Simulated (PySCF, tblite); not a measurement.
**C₄H₇F₂OSi radical: geometry, infrared bands and EPR parameters**

Wanted: the infrared bands and EPR parameters of C₄H₇F₂OSi radical (`FC[C]1CO[SiH2][C@H]1F`), by calculation.

Computed with tblite 0.8.0 and PySCF 2.14.0, with density-fitted response routines of our own, on a single molecule in the gas phase. Atoms count from 0, in the outputs and in this text.

## Step 1: The starting structure

15 atoms, charge 0, multiplicity 2; geometry from: force field or distance geometry start.

Bonds of the start (Å): F0–C1 1.36, C1–C2 1.46, C2–C3 1.51, C3–O4 1.44, O4–Si5 1.68, Si5–C6 1.88, C6–F7 1.37, C6–C2 1.50, C1–H8 1.11, C1–H9 1.09, C3–H10 1.11, C3–H11 1.08, Si5–H12 1.48, Si5–H13 1.48, C6–H14 1.10.

## Step 2: Geometry optimisation with GFN2-xTB

Job settings and geometry (Å):

```
{"job": {"kind": "relax", "xc": "GFN2-xTB", "basis": "xTB"}, "charge": 0, "multiplicity": 2}
F      2.821900    -0.260500    -0.421200
C      1.911100     0.064200     0.540800
C      0.561300     0.097200    -0.010000
C      0.143300    -0.835200    -1.116100
O     -1.269800    -0.749400    -1.365900
Si    -2.063700     0.176100    -0.215500
C     -0.552900     0.800000     0.706600
F     -0.583400     0.408900     2.015000
H      1.995900    -0.698900     1.338800
H      2.199300     1.030200     0.965700
H      0.363800    -1.880400    -0.829500
H      0.674400    -0.612200    -2.032900
H     -2.819300     1.273400    -0.865300
H     -2.940200    -0.697600     0.597500
H     -0.446200     1.892200     0.670100
```

Started as:

```bash
$ OMP_NUM_THREADS=1 python probes_run.py task.json out
```

The driver reads the jobs from task.json and runs them one after another.

The program printed:

```text
step      E/eV     max force
  0    -744.63679    2.050
  1    -744.76507    0.983
  2    -744.80010    0.303
  3    -744.80683    0.222
  4    -744.81299    0.199
  5    -744.81587    0.161
  6    -744.81776    0.123
  7    -744.81919    0.126
  8    -744.82072    0.128
  9    -744.82193    0.122
 10    -744.82286    0.090
 11    -744.82362    0.076
 12    -744.82426    0.069
 13    -744.82471    0.053
 14    -744.82496    0.043
 15    -744.82513    0.038
 16    -744.82534    0.044
 17    -744.82556    0.038
 18    -744.82575    0.036
 19    -744.82592    0.033
 20    -744.82608    0.032
 21    -744.82627    0.039
 22    -744.82646    0.034
 23    -744.82666    0.039
 24    -744.82685    0.038
 25    -744.82702    0.034
 26    -744.82718    0.029
 27    -744.82728    0.027
 28    -744.82735    0.023
 29    -744.82741    0.020
 30    -744.82746    0.018
 31    -744.82753    0.021
 32    -744.82760    0.023
 33    -744.82768    0.022
 34    -744.82774    0.024
 35    -744.82780    0.027
 36    -744.82786    0.025
 37    -744.82793    0.024
 38    -744.82800    0.023
 39    -744.82808    0.026
 40    -744.82819    0.031
 41    -744.82831    0.031
 42    -744.82842    0.022
 43    -744.82848    0.016
 44    -744.82852    0.017
 45    -744.82857    0.018
 46    -744.82864    0.019
 47    -744.82869    0.020
 48    -744.82874    0.014
 49    -744.82878    0.016
 50    -744.82883    0.017
 51    -744.82888    0.018
 52    -744.82893    0.017
 53    -744.82898    0.017
 54    -744.82903    0.018
 55    -744.82911    0.028
 56    -744.82922    0.034
 57    -744.82933    0.027
 58    -744.82943    0.024
 59    -744.82951    0.027
 60    -744.82963    0.033
 61    -744.82979    0.037
 62    -744.82999    0.036
 63    -744.83021    0.038
 64    -744.83043    0.039
 65    -744.83064    0.034
 66    -744.83080    0.032
 67    -744.83092    0.029
 68    -744.83102    0.024
 69    -744.83111    0.023
 70    -744.83120    0.031
 71    -744.83131    0.031
 72    -744.83142    0.028
 73    -744.83163    0.038
 74    -744.83183    0.050
 75    -744.83229    0.080
 76    -744.83287    0.077
 77    -744.83347    0.097
 78    -744.83452    0.092
 79    -744.83511    0.101
 80    -744.83575    0.059
 81    -744.83641    0.052
 82    -744.83669    0.044
 83    -744.83710    0.051
 84    -744.83739    0.056
 85    -744.83767    0.030
 86    -744.83780    0.033
 87    -744.83791    0.020
 88    -744.83799    0.021
 89    -744.83808    0.022
 90    -744.83818    0.023
 91    -744.83825    0.018
 92    -744.83828    0.016
 93    -744.83832    0.014
 94    -744.83835    0.017
 95    -744.83840    0.016
 96    -744.83843    0.014
 97    -744.83847    0.014
 98    -744.83850    0.016
 99    -744.83855    0.020
100    -744.83860    0.018
101    -744.83864    0.016
102    -744.83865    0.009
```

It took 0.52 s on 1 thread of Arm Neoverse V2, shared host; peak memory 0.18 GiB.

Step by step: (not every step is listed)

| step | energy from step 0 (eV) | largest force (eV/Å) |
| --- | --- | --- |
| 0 | 0.0000 | 2.0499 |
| 1 | -0.1283 | 0.9830 |
| 2 | -0.1633 | 0.3034 |
| 3 | -0.1700 | 0.2223 |
| 4 | -0.1762 | 0.1992 |
| 5 | -0.1791 | 0.1605 |
| 6 | -0.1810 | 0.1229 |
| 7 | -0.1824 | 0.1264 |
| 8 | -0.1839 | 0.1283 |
| 16 | -0.1885 | 0.0439 |
| 24 | -0.1901 | 0.0382 |
| 32 | -0.1908 | 0.0234 |
| 40 | -0.1914 | 0.0306 |
| 48 | -0.1920 | 0.0145 |
| 56 | -0.1924 | 0.0338 |
| 64 | -0.1936 | 0.0392 |
| 72 | -0.1946 | 0.0281 |
| 80 | -0.1990 | 0.0590 |
| 88 | -0.2012 | 0.0208 |
| 96 | -0.2016 | 0.0137 |
| 97 | -0.2017 | 0.0143 |
| 98 | -0.2017 | 0.0164 |
| 99 | -0.2018 | 0.0196 |
| 100 | -0.2018 | 0.0177 |
| 101 | -0.2019 | 0.0159 |
| 102 | -0.2019 | 0.0086 |

Close pairs (by a distance rule), those that changed most:

| bond | before (Å) | after (Å) | change (Å) |
| --- | --- | --- | --- |
| Si5–C6 | 1.877 | 1.950 | +0.073 |
| O4–Si5 | 1.676 | 1.628 | -0.049 |
| Si5–H12 | 1.482 | 1.453 | -0.029 |
| C2–C6 | 1.500 | 1.471 | -0.028 |
| Si5–H13 | 1.481 | 1.456 | -0.025 |
| C1–C2 | 1.458 | 1.482 | +0.024 |
| C6–F7 | 1.366 | 1.388 | +0.022 |
| C3–O4 | 1.438 | 1.419 | -0.019 |

The final coordinates are the input of the step that follows.

## Step 3: Harmonic vibrations with GFN2-xTB

Job settings and geometry (Å):

```
{"job": {"kind": "ir", "xc": "GFN2-xTB", "basis": "xTB"}, "charge": 0, "multiplicity": 2}
F      2.793608    -0.655414    -0.095664
C      1.794102    -0.169506     0.715589
C      0.590846     0.188063    -0.072451
C      0.179502    -0.614207    -1.256176
O     -1.232208    -0.752454    -1.287565
Si    -2.064973    -0.004606    -0.105822
C     -0.500394     0.973550     0.525057
F     -0.363059     1.080866     1.902369
H      1.595972    -0.962706     1.458160
H      2.195583     0.703684     1.243952
H      0.634706    -1.611577    -1.232663
H      0.477568    -0.139833    -2.202245
H     -3.052731     0.872512    -0.711164
H     -2.529805    -0.912098     0.933864
H     -0.523129     2.011716     0.162847
```

The program printed:

```text
mode    cm-1     km/mol
  1      23.4      0.30
  2      46.2     10.01
  3     109.1      9.90
  4     147.0      4.35
  5     220.8      6.18
  6     251.0      4.27
  7     324.5     25.59
  8     403.1      6.67
  9     453.8     16.30
 10     533.8      8.88
 11     580.7     74.57
 12     597.2      6.52
 13     655.6     24.44
 14     679.4    158.67
 15     767.8    142.08
 16     806.4    133.40
 17     851.2     57.85
 18     894.8     12.07
 19     957.3      8.42
 20    1025.1     56.35
 21    1028.4     43.15
 22    1045.1    152.59
 23    1061.4     75.80
 24    1144.9      0.18
 25    1173.9      3.88
 26    1222.8     24.11
 27    1243.5     14.49
 28    1260.4     12.18
 29    1305.1      2.29
 30    1329.4      1.91
 31    1421.7      6.63
 32    1455.0      7.61
 33    2329.4    313.55
 34    2358.3    193.94
 35    2802.6     21.03
 36    2825.7     30.04
 37    2852.5     24.92
 38    2910.1     18.94
 39    2924.9     17.54
```

Run time: 0.39 s. Hardware: 1 thread of Arm Neoverse V2, shared host; peak memory 0.18 GiB.

The strongest bands and the atoms that carry them (share of the mass-weighted mode):

| cm⁻¹ | km/mol | atoms |
| --- | --- | --- |
| 581 | 74.6 | H13 30 %, H12 27 %, Si5 12 %, O4 11 % |
| 679 | 158.7 | H12 27 %, Si5 18 %, H13 18 %, C6 14 % |
| 768 | 142.1 | H13 41 %, H12 38 % |
| 806 | 133.4 | Si5 22 %, O4 21 %, C3 15 % |
| 1045 | 152.6 | O4 34 %, C3 28 %, C6 12 % |
| 1061 | 75.8 | H14 63 %, C6 15 % |
| 2329 | 313.6 | H13 92 % |
| 2358 | 193.9 | H12 92 % |

## Step 4: g tensor and hyperfine couplings: B3LYP/pcH-1

Settings changed since step 3:

```diff
@@ -1,2 +1,2 @@
-{"job": {"kind": "ir", "xc": "GFN2-xTB", "basis": "xTB"}, "charge": 0, "multiplicity": 2}
+{"job": {"kind": "epr", "basis": "pcH-1"}, "charge": 0, "multiplicity": 2}
 F      2.793608    -0.655414    -0.095664
```

Method: UKS B3LYP, pcH-1 on C F H O Si, non-relativistic, mean-field spin-orbit, GIAO.

The program printed:

```text
UKS, coarse grid
  cycle   1  E = -720.87282070  |g| = 6.85e-01
  cycle   2  E = -720.59338382  |g| = 1.14e+00
  cycle   3  E = -721.01889338  |g| = 9.66e-02
  cycle   4  E = -721.02171449  |g| = 5.60e-02
  cycle   5  E = -721.02281056  |g| = 1.01e-02
  cycle   6  E = -721.02284080  |g| = 5.18e-03
  cycle   7  E = -721.02285287  |g| = 1.21e-03
  cycle   8  E = -721.02285389  |g| = 4.66e-04
UKS, final grid
  cycle   1  E = -721.02281620  |g| = 5.67e-04
  cycle   2  E = -721.02281609  |g| = 8.00e-04
  cycle   3  E = -721.02281632  |g| = 8.44e-05
  cycle   4  E = -721.02281633  |g| = 1.89e-05
E = -721.02281633 Eh   <S^2> = 0.7540 (exact 0.7500)
g shifts (ppm)      1          2          3
  rmc          -151       -151       -151
  gc             22         22         21
  oz_so        -347        527        739
  total        -476        398        609
hyperfine (MHz)  atom isotope    a_iso     a_fc   dipolar eigenvalues
    0   19F      76.90      76.71    -23.22    -21.54     44.77
    1   13C     -35.64     -35.64     -2.74     -0.93      3.68
    2   13C     113.40     113.47    -76.19    -75.83    152.02
    3   13C      -8.72      -8.73     -2.26     -0.35      2.62
    4   17O      -6.75      -6.76     -4.41      1.92      2.50
    5  29Si     -51.57     -51.66    -12.87      6.15      6.72
    6   13C     -34.41     -34.42     -3.35      0.29      3.07
    7   19F      66.19      65.98    -35.72    -27.74     63.47
    8    1H     122.16     122.16     -5.30     -1.82      7.11
    9    1H      55.79      55.79     -5.47     -4.13      9.60
   10    1H      56.02      56.02     -4.11     -4.08      8.19
   11    1H     100.47     100.47     -6.17     -3.32      9.49
   12    1H       4.39       4.39     -1.78     -1.09      2.87
   13    1H      -2.44      -2.44     -1.72     -1.52      3.24
   14    1H     143.12     143.12     -6.26     -2.11      8.37
```

Run time: 72 s. Hardware: 1 thread of Arm Neoverse V2, shared host; peak memory 0.95 GiB.

Principal g values 2.00184, 2.00272, 2.00293; g(iso) = 2.00250, against 2.00232 for a free electron.

Hyperfine couplings, nucleus by nucleus at this fixed geometry (no averaging over rotations):

| nuclei | isotope | a(iso) (MHz) | a(iso) (G, at g = 2.0023) | largest dipolar term (MHz) |
| --- | --- | --- | --- | --- |
| H14 | 1H | 143.1 | 51.1 | 8.4 |
| H8 | 1H | 122.2 | 43.6 | 7.1 |
| C2 | 13C | 113.4 | 40.5 | 152.0 |
| H11 | 1H | 100.5 | 35.8 | 9.5 |
| F0 | 19F | 76.9 | 27.4 | 44.8 |
| F7 | 19F | 66.2 | 23.6 | 63.5 |
| H10 | 1H | 56.0 | 20.0 | 8.2 |
| H9 | 1H | 55.8 | 19.9 | 9.6 |
| Si5 | 29Si | -51.6 | -18.4 | -12.9 |
| C1 | 13C | -35.6 | -12.7 | 3.7 |
| C6 | 13C | -34.4 | -12.3 | -3.4 |
| C3 | 13C | -8.7 | -3.1 | 2.6 |
| O4 | 17O | -6.8 | -2.4 | -4.4 |
| H12 | 1H | 4.4 | 1.6 | 2.9 |

Mulliken spin populations:

F0 0.01; C1 -0.06; C2 0.91; C3 -0.06; O4 0.01; Si5 0.04; C6 -0.06; F7 0.01; H8 0.05; H9 0.02; H10 0.03; H11 0.04; H12 0.00; H13 0.00; H14 0.06

In first order the couplings over 0.8 MHz of 1H, 19F give 504 distinct lines over 223.9 G.

The fields below are evaluated on a grid from the run's orbitals.

ELF in a plane through or near 6 of the atoms.

Ten even steps from '0' (0.00) to '9' (1.00):
```
0000000000000000000000000000
0000000000000000000000000000
0000000000000000000000000000
0000000000001233200000000000
0000000000026888620000000000
0000002672038838610000000000
0000017999104777310000000000
0000006999400354675223430000
0000000584565875992179995000
0000022333783786824279997100
0000378674662650221179997100
0000278382148973685248984000
0000036872034428658400120000
0000002430067326788510000000
0000000000267531477400000000
0000000000123210133100000000
0000000000000000000000000000
0000000000000000000000000000
0000000000000000000000000000
0000000000000000000000000000
```
The map spans 11.6 Å across and 9.6 Å up, centred on the molecule. Atoms in the plane (x, y in Å): F0 (-2.8, -0.6), C1 (-1.9, 0.4), C2 (-0.5, 0.0), C3 (0.0, -1.4), O4 (1.3, -1.4), F7 (0.2, 2.2).

On the surface of density 0.002 e/bohr³ the electrostatic potential runs, from the 1st to the 99th percentile, from -1.16 V near O4 to 1.60 V near Si5.

The spin density lies nearest to C2 63 %; H8, H14 about 6 % each.

## Step 5: Results

| quantity | value |
| --- | --- |
| strongest single infrared mode (GFN2-xTB) | 2329 cm⁻¹, 314 km/mol |
| zero-point energy (GFN2-xTB) | 62.9 kcal/mol |
| g(iso) (B3LYP) | 2.00250 |
| ⟨S²⟩ | 0.754 (exact 0.75) |
| largest a(iso) | 1H on H14, 143.1 MHz |
| potential on the surface of density 0.002 e/bohr³, 1st and 99th percentile | -1.16 V and 1.60 V |

What this shows: Over 102 steps the energy fell by 0.202 eV; of the close pairs, Si5–C6 changed most, 1.877 to 1.950 Å. All 39 modes are real, so the xTB geometry is a minimum. The strongest single mode, at 2329 cm⁻¹, moves mainly H13. GFN2-xTB is a fitted tight-binding method: band positions and strengths are rough. Its intensities can rank the bands wrongly. C2 carries the largest spin population, 0.91 e. The isotropic g lies 0.2 ppt above the free-electron value. These values are for one conformer; the search (at its own cheap level) found 2 more, at 0.01, 0.13 kcal/mol (those within 0.05 may be mirror or relabelled copies), and measured spectra average over such forms.
